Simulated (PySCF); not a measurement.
# SiBr3Cl: NMR shieldings

Aim: compute the NMR shieldings of SiBr3Cl (`Cl[Si](Br)(Br)Br`).

Programs: PySCF 2.14.0, with routines of our own; each step states its level. All values are computed. Atoms count from 0.

### 1 The system as given

5 atoms, charge 0, multiplicity 1; geometry from: GFN2-xTB.

### 2 Geometry optimisation at PBE0-D3(BJ)/def2-SVP

The job: settings as JSON, then the geometry in Å.

```
{"job": {"xc": "PBE0", "basis": "def2-SVP", "d3": "d3bj", "grid": 1, "maxiter": 30, "shake": 0.01, "kind": "geom"}, "charge": 0, "multiplicity": 1}
Cl     0.027170     0.076090     2.096460
Si    -0.003670     0.000200     0.087020
Br     1.922410    -0.675300    -0.714100
Br    -0.384050     1.965370    -0.833230
Br    -1.528280    -1.400340    -0.674040
```

Launch:

```sh
OMP_NUM_THREADS=1 python heavy_run.py task.json out
```

This one command runs all jobs of the session in turn.

Log:

```text
step   0  E = -8470.02833385  max force = 0.021123
step   1  E = -8470.02900911  max force = 0.012499
step   2  E = -8470.03003847  max force = 0.005593
step   3  E = -8470.03012312  max force = 0.001414
step   4  E = -8470.03013137  max force = 0.000911
step   5  E = -8470.03010382  max force = 0.004487
step   6  E = -8470.03008582  max force = 0.005532
step   7  E = -8470.03010657  max force = 0.004546
step   8  E = -8470.03013004  max force = 0.003079
step   9  E = -8470.03014828  max force = 0.001058
step  10  E = -8470.03015130  max force = 0.000274
optimisation converged
```

It took 2.5 min on 1 thread of Arm Neoverse V1, shared host; peak memory 0.66 GiB.

Step by step:

```
step  energy from step 0 (eV)  largest force component (eV/Å)
   0                   0.0000                          1.0862
   1                  -0.0184                          0.6427
   2                  -0.0464                          0.2876
   3                  -0.0487                          0.0727
   4                  -0.0489                          0.0468
   5                  -0.0482                          0.2307
   6                  -0.0477                          0.2845
   7                  -0.0482                          0.2338
   8                  -0.0489                          0.1583
   9                  -0.0494                          0.0544
  10                  -0.0495                          0.0141
```

Distances of close pairs at the start and the end, largest changes first:

```
   bond  before (Å)  after (Å)  change (Å)
Cl0–Si1       2.011      2.043      +0.032
Si1–Br4       2.206      2.197      -0.008
Si1–Br2       2.193      2.198      +0.006
Si1–Br3       2.203      2.198      -0.005
```

The final coordinates are the input of the step that follows.

```
                         at the end point                value
  point group (found at 0.08 Å tolerance)                  C3v
rotational constants (GHz, main isotopes)  0.680, 0.674, 0.496
                        dipole moment (D)                 0.18
```

### 3 NMR shieldings: PBE0/pcSseg-1 Br:us-x2c-TZVPall-2c, spin–orbit

The job: settings as JSON, then the geometry in Å.

```
{"job": {"kind": "hnmr", "xc": "PBE0", "basis": {"default": "pcSseg-1", "Br": "us-x2c-TZVPall-2c"}, "rel": "so"}, "charge": 0, "multiplicity": 1}
Cl     0.387258     1.062076     1.808880
Si     0.235897     0.352854    -0.101348
Br     2.191022    -0.413262    -0.752224
Br    -0.392181     1.980325    -1.439202
Br    -1.261401    -1.254970    -0.145847
```

With the program's defaults for keys left out, this is: PBE0/pcSseg-1 Br:us-x2c-TZVPall-2c GIAO NMR shielding, X2C with spin-orbit coupling, screened-nuclear two-electron part, Gaussian nuclei, gas phase.

Log:

```text
spin-free SCF
coarse grid: 34728 points
cycle   1  E = -8569.2702327049  dE =  3.970e-01  |g| = 5.071e-01  |ddm| = 2.797e+00
cycle   2  E = -8569.2021122835  dE =  6.812e-02  |g| = 6.784e-01  |ddm| = 1.126e+00
cycle   3  E = -8569.3209210424  dE = -1.188e-01  |g| = 1.224e-01  |ddm| = 7.421e-01
cycle   4  E = -8569.3236478507  dE = -2.727e-03  |g| = 2.129e-02  |ddm| = 9.004e-02
cycle   5  E = -8569.3237069265  dE = -5.908e-05  |g| = 7.690e-03  |ddm| = 2.529e-02
cycle   6  E = -8569.3237218045  dE = -1.488e-05  |g| = 6.499e-04  |ddm| = 9.489e-03
cycle   7  E = -8569.3237218908  dE = -8.630e-08  |g| = 2.100e-04  |ddm| = 6.633e-04
final grid: 62896 points
cycle   8  E = -8569.3236459810  dE = -9.811e-08  |g| = 1.967e-04  |ddm| = 9.956e-04
cycle   9  E = -8569.3236459796  dE =  1.322e-09  |g| = 1.992e-04  |ddm| = 3.083e-04
cycle  10  E = -8569.3236459901  dE = -1.043e-08  |g| = 3.929e-05  |ddm| = 1.800e-04
cycle  11  E = -8569.3236459904  dE = -3.693e-10  |g| = 7.021e-06  |ddm| = 4.043e-05
converged SCF energy = -8569.3236459904
two-component SCF
cycle   1  E = -8569.1269347934  dE = -8.569e+03  |FDS-SDF| = 1.553e+01
cycle   2  E = -8569.5495851250  dE = -4.227e-01  |FDS-SDF| = 1.636e-01
cycle   3  E = -8569.5499368918  dE = -3.518e-04  |FDS-SDF| = 5.288e-03
cycle   4  E = -8569.5499596426  dE = -2.275e-05  |FDS-SDF| = 2.014e-03
cycle   5  E = -8569.5499624371  dE = -2.795e-06  |FDS-SDF| = 1.178e-03
cycle   6  E = -8569.5499631119  dE = -6.747e-07  |FDS-SDF| = 2.242e-04
cycle   7  E = -8569.5499631347  dE = -2.284e-08  |FDS-SDF| = 1.373e-04
cycle   8  E = -8569.5499631406  dE = -5.861e-09  |FDS-SDF| = 1.969e-05
converged, E = -8569.5499631406

Field gradients (au) and densities at the nuclei (bohr^-3)
atom        Vxx        Vyy        Vzz        centre      nuclear mean
  0 Cl    -1.2325    -1.2434     2.4759       2817.180       2817.129
  1 Si    -0.0023    -0.0098     0.0121       1576.015       1575.996
  2 Br    -2.6789    -2.7030     5.3819      39258.174      39229.704
  3 Br    -2.6749    -2.7005     5.3754      39258.170      39229.700
  4 Br    -2.6757    -2.6974     5.3731      39258.169      39229.699
without picture change
  2 Br                           5.5572                     60005.526
  3 Br                           5.5505                     60005.520
  4 Br                           5.5481                     60005.518

Core orbital energies (eV)
atom   shell        mean    spread
  0 Cl 1s        -2778.156   0.000
  0 Cl 2s         -261.874   0.000
  0 Cl 3s          -23.722   0.000
  0 Cl 2p1/2      -199.713   0.000
  0 Cl 2p3/2      -198.031   0.118
  1 Si 1s        -1811.369   0.000
  1 Si 2s         -149.452   0.000
  1 Si 3s          -23.234   0.000
  1 Si 2p1/2      -103.974   0.000
  1 Si 2p3/2      -103.331   0.006
  2 Br 1s       -13366.545   0.000
  2 Br 2s        -1755.692   0.000
  2 Br 3s         -247.874   0.000
  2 Br 4s          -23.040   0.000
  2 Br 2p1/2     -1579.254   0.000
  2 Br 2p3/2     -1532.006   0.044
  2 Br 3p1/2      -186.149   0.000
  2 Br 3p3/2      -179.224   0.143
  2 Br 3d3/2       -72.197   0.166
  2 Br 3d5/2       -71.137   0.220
  3 Br 1s       -13366.534   0.000
  3 Br 2s        -1755.681   0.000
  3 Br 3s         -247.863   0.000
  3 Br 4s          -23.030   0.000
  3 Br 2p1/2     -1579.243   0.000
  3 Br 2p3/2     -1531.995   0.044
  3 Br 3p1/2      -186.138   0.000
  3 Br 3p3/2      -179.213   0.142
  3 Br 3d3/2       -72.186   0.166
  3 Br 3d5/2       -71.126   0.220
  4 Br 1s       -13366.540   0.000
  4 Br 2s        -1755.687   0.000
  4 Br 3s         -247.869   0.000
  4 Br 4s          -23.041   0.000
  4 Br 2p1/2     -1579.249   0.000
  4 Br 2p3/2     -1532.001   0.044
  4 Br 3p1/2      -186.144   0.000
  4 Br 3p3/2      -179.219   0.142
  4 Br 3d3/2       -72.192   0.165
  4 Br 3d5/2       -71.132   0.219

Shielding tensors (ppm)
atom      isotropic    diamagn.    paramagn.     s11        s22        s33       span
  0 Cl      672.39     1121.78     -449.39     565.80     568.78     882.58     316.78
  1 Si      398.06      857.59     -459.53     386.61     388.28     419.30      32.69
  2 Br     2420.25     2987.66     -567.41    2139.94    2152.20    2968.61     828.67
  3 Br     2417.64     2987.52     -569.88    2133.98    2151.83    2967.10     833.12
  4 Br     2420.08     2988.28     -568.20    2143.59    2149.14    2967.50     823.91
```

Wall time 7.2 min (1 thread of Arm Neoverse V1, shared host); peak memory 1.8 GiB.

Key values:

```
                       quantity       value
energy from spin-orbit coupling  -0.2263 Eh
```

The fields below are evaluated on a grid from the run's orbitals.

Frontier orbitals at PBE0/us-x2c-TZVPall-2c+pcSseg-1, with the share of their density that lies nearest to each atom:

```
orbital  energy (eV)                                            lies on
   HOMO        -8.63                      Br2, Br3, Br4 about 33 % each
   LUMO        -1.62  Si1 31 %; Br2, Br3, Br4 about 20 % each; Cl0 10 %
```

ELF in a plane through or near 3 of the atoms.

Ten even steps from ' ' (0.00) to '@' (0.85):
```
                                                        
                                                        
                                                        
            ....::::::..                                
          ..==**######++--        ::====--::            
      ..--++%%@@@@@@@@@@**::    ==##@@@@@@%%++::..      
      --++##%%==----%%@@##::  ::**@@@@@@@@@@%%++::      
    ..++##@@==****##--%%##==::++%%##--**==--@@##++::    
    ::++%%@@%%--==--++@@%%**++%%@@++**####--@@%%**--    
    ..==##@@@@@@%%##%%@@**::::**@@%%::--::**@@%%**--    
      ..--++****++----==--....--****##%%@@@@%%##==..    
                    ::++##%%##++--..::==**##++--..      
                ..--##%%%%%%%%##++..      ....          
              --##@@@@==++**::##@@%%--                  
            ..++%%@@@@--####--**@@@@++::                
              --**%%@@%%++==##@@@@%%++::                
              ..--++##%%%%%%%%%%##**::                  
                  ..--====++++==--..                    
                                                        
                                                        
```
The map spans 8.9 Å across and 9.4 Å up, centred on the molecule. Atoms in the plane (x, y in Å): Br2 (-1.7, 1.2), Br3 (-0.2, -2.1), Br4 (1.9, 0.8).

On the surface of density 0.002 e/bohr³ the electrostatic potential runs, from the 1st to the 99th percentile, from -0.17 V near Cl0 to 0.99 V near Si1.

### 4 NMR shieldings: PBE0/pcSseg-1 Br:us-x2c-TZVPall-2c, spin-free

The job: settings as JSON, then the geometry in Å.

```
{"job": {"kind": "hnmr", "xc": "PBE0", "basis": {"default": "pcSseg-1", "Br": "us-x2c-TZVPall-2c"}, "rel": "sf"}, "charge": 0, "multiplicity": 1}
Cl     0.387258     1.062076     1.808880
Si     0.235897     0.352854    -0.101348
Br     2.191022    -0.413262    -0.752224
Br    -0.392181     1.980325    -1.439202
Br    -1.261401    -1.254970    -0.145847
```

Method: PBE0/pcSseg-1 Br:us-x2c-TZVPall-2c GIAO NMR shielding, spin-free X2C, Gaussian nuclei, gas phase.

Log:

```text
spin-free SCF
coarse grid: 34728 points
cycle   1  E = -8569.2702327049  dE =  3.970e-01  |g| = 5.071e-01  |ddm| = 2.797e+00
cycle   2  E = -8569.2021122835  dE =  6.812e-02  |g| = 6.784e-01  |ddm| = 1.126e+00
cycle   3  E = -8569.3209210424  dE = -1.188e-01  |g| = 1.224e-01  |ddm| = 7.421e-01
cycle   4  E = -8569.3236478507  dE = -2.727e-03  |g| = 2.129e-02  |ddm| = 9.004e-02
cycle   5  E = -8569.3237069265  dE = -5.908e-05  |g| = 7.690e-03  |ddm| = 2.529e-02
cycle   6  E = -8569.3237218045  dE = -1.488e-05  |g| = 6.499e-04  |ddm| = 9.489e-03
cycle   7  E = -8569.3237218908  dE = -8.630e-08  |g| = 2.100e-04  |ddm| = 6.633e-04
final grid: 62896 points
cycle   8  E = -8569.3236459810  dE = -9.811e-08  |g| = 1.967e-04  |ddm| = 9.956e-04
cycle   9  E = -8569.3236459796  dE =  1.322e-09  |g| = 1.992e-04  |ddm| = 3.083e-04
cycle  10  E = -8569.3236459901  dE = -1.043e-08  |g| = 3.929e-05  |ddm| = 1.800e-04
cycle  11  E = -8569.3236459904  dE = -3.693e-10  |g| = 7.021e-06  |ddm| = 4.043e-05
converged SCF energy = -8569.3236459904
check of the scalar solution
cycle   1  E = -8569.3236459904  dE = -8.569e+03  |FDS-SDF| = 7.021e-06
cycle   2  E = -8569.3236459905  dE = -9.277e-11  |FDS-SDF| = 8.925e-06
converged, E = -8569.3236459905

Field gradients (au) and densities at the nuclei (bohr^-3)
atom        Vxx        Vyy        Vzz        centre      nuclear mean
  0 Cl    -1.2342    -1.2451     2.4794       2817.197       2817.145
  1 Si    -0.0021    -0.0097     0.0118       1576.013       1575.994
  2 Br    -2.6838    -2.7081     5.3919      39255.511      39227.041
  3 Br    -2.6796    -2.7059     5.3854      39255.507      39227.037
  4 Br    -2.6810    -2.7021     5.3831      39255.506      39227.036
without picture change
  2 Br                           5.5700                     60006.064
  3 Br                           5.5633                     60006.058
  4 Br                           5.5608                     60006.057

Core orbital energies (eV)
atom   shell        mean    spread
  0 Cl 1s        -2778.159   0.000
  0 Cl 2s         -261.878   0.000
  0 Cl 3s          -23.722   0.000
  0 Cl 2p         -198.595   0.184
  1 Si 1s        -1811.381   0.000
  1 Si 2s         -149.462   0.000
  1 Si 3s          -23.221   0.000
  1 Si 2p         -103.556   0.009
  2 Br 1s       -13366.747   0.000
  2 Br 2s        -1755.731   0.000
  2 Br 3s         -247.883   0.000
  2 Br 4s          -23.043   0.000
  2 Br 2p        -1547.506   0.067
  2 Br 3p         -181.496   0.216
  2 Br 3d          -71.565   0.249
  3 Br 1s       -13366.735   0.000
  3 Br 2s        -1755.719   0.000
  3 Br 3s         -247.871   0.000
  3 Br 4s          -23.033   0.000
  3 Br 2p        -1547.494   0.066
  3 Br 3p         -181.484   0.216
  3 Br 3d          -71.554   0.248
  4 Br 1s       -13366.741   0.000
  4 Br 2s        -1755.725   0.000
  4 Br 3s         -247.877   0.000
  4 Br 4s          -23.044   0.000
  4 Br 2p        -1547.500   0.066
  4 Br 3p         -181.490   0.215
  4 Br 3d          -71.560   0.248

Shielding tensors (ppm)
atom      isotropic    diamagn.    paramagn.     s11        s22        s33       span
  0 Cl      680.70     1139.40     -458.70     568.64     571.54     901.92     333.29
  1 Si      294.92      867.65     -572.72     282.85     300.57     301.35      18.50
  2 Br     2106.42     3136.78    -1030.37    1782.08    1794.64    2742.53     960.45
  3 Br     2103.84     3136.64    -1032.80    1776.22    1794.44    2740.85     964.63
  4 Br     2106.46     3137.41    -1030.94    1786.11    1791.99    2741.28     955.17
```

Run time: 1.9 min. Hardware: 1 thread of Arm Neoverse V1, shared host; peak memory 1.3 GiB.

### 5 Shieldings side by side

```
                                                   run     Br2     Br3     Br4    Si1    Cl0     time
step 3, PBE0/pcSseg-1 Br:us-x2c-TZVPall-2c, spin–orbit  2420.3  2417.6  2420.1  398.1  672.4  7.2 min
 step 4, PBE0/pcSseg-1 Br:us-x2c-TZVPall-2c, spin-free  2106.4  2103.8  2106.5  294.9  680.7  1.9 min
```

### 6 Outcome

| quantity | value |
| --- | --- |
| point group | C3v |
| rotational constants (main isotopes) | 0.68, 0.67, 0.50 GHz |
| energy from spin-orbit coupling (step 3, PBE0/pcSseg-1 Br:us-x2c-TZVPall-2c, spin–orbit) | -0.2263 Eh |
| shieldings (step 3, PBE0/pcSseg-1 Br:us-x2c-TZVPall-2c, spin–orbit) | Cl0 672.4, Si1 398.1, Br2 2420.3, Br3 2417.6, Br4 2420.1 ppm |
| surface potential, 1st and 99th percentile | -0.17 V and 0.99 V |
| shieldings (step 4, PBE0/pcSseg-1 Br:us-x2c-TZVPall-2c, spin-free) | Cl0 680.7, Si1 294.9, Br2 2106.4, Br3 2103.8, Br4 2106.5 ppm |

**Reading.** Over 10 steps the energy fell by 0.049 eV; of the close pairs, Cl0–Si1 changed most, 2.011 to 2.043 Å. Br2 (with its equivalent atoms) moves most between the runs, by 314 ppm; the labels say what changes from run to run.
